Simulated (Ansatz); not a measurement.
# BrGaH₂O₂: small, medium and large basis sets

One table from this session's results is given with a row withheld; the runs are named, their logs left out.

Computed with Ansatz 0.2.0, Gaussian basis. Level: one geometry, several basis sets.

Plan: PBE0-D4/def2-SVP; ωB97M-V/def2-SVP; PBE0-D4/def2-QZVPP; ωB97M-V/def2-QZVPP; the functionals' def2-TZVPP values are taken from earlier runs.

## Structure used throughout

The geometry comes from an earlier relaxation with PBE0-D4 in a triple-zeta def2 set; it is a stationary point.

6 atoms, charge 0, spin multiplicity 1.

Atoms are counted from 1 here; the program's logs count them from 0.

Bond lengths: O1–Ga2 1.774 Å, O1–H5 0.960 Å, Ga2–O3 1.767 Å, Ga2–Br4 2.265 Å, O3–H6 0.961 Å. Angles: Ga2–O1–H5 113.7°, O1–Ga2–O3 119.0°, O1–Ga2–Br4 121.8°, O3–Ga2–Br4 119.2°, Ga2–O3–H6 112.4°.

Set-up of the first run:

in.yaml reads:

```yaml
crystal:
  periodic: [false, false, false]
  atoms:
    - {symbol: O, position_ang: [-0.234449, 1.469746, -0.198379]}
    - {symbol: Ga, position_ang: [-0.090418, -0.296216, -0.120179]}
    - {symbol: O, position_ang: [1.046309, -1.012314, 1.028028]}
    - {symbol: Br, position_ang: [-1.322107, -1.653818, -1.449856]}
    - {symbol: H, position_ang: [-0.872355, 1.776904, -0.846796]}
    - {symbol: H, position_ang: [1.515019, -0.348202, 1.540882]}
basis:
  gaussian: {orbitals: def2-SVP}
hamiltonian: {xc: pbe0, dispersion: d4}
output: {orbitals: {seedname: orbitals}}
```

Launch:

```sh
$ ansatz run in.yaml --threads 4 --pin off --events-out ev --progress --plain --max-ram 10444MiB
```

Among the steps run: PBE0-D4 in def2-SVP; ωB97M-V in def2-SVP; PBE0-D4 in def2-QZVPP; ωB97M-V in def2-QZVPP.

One table of the session follows, with a row left open; its other results are not shown here.

It belongs to the step «Density functionals: the series». 

```
functional       basis  HOMO (eV)
   PBE0-D4    def2-SVP          ?
   PBE0-D4  def2-TZVPP      -8.72
   PBE0-D4  def2-QZVPP      -8.75
   ωB97M-V    def2-SVP     -10.78
   ωB97M-V  def2-TZVPP     -10.97
   ωB97M-V  def2-QZVPP     -11.00
```

Q: Estimate the row for PBE0-D4, def2-SVP from the others.

**Answer.** HOMO (eV): -8.57. In the column «HOMO (eV)» it is the highest.
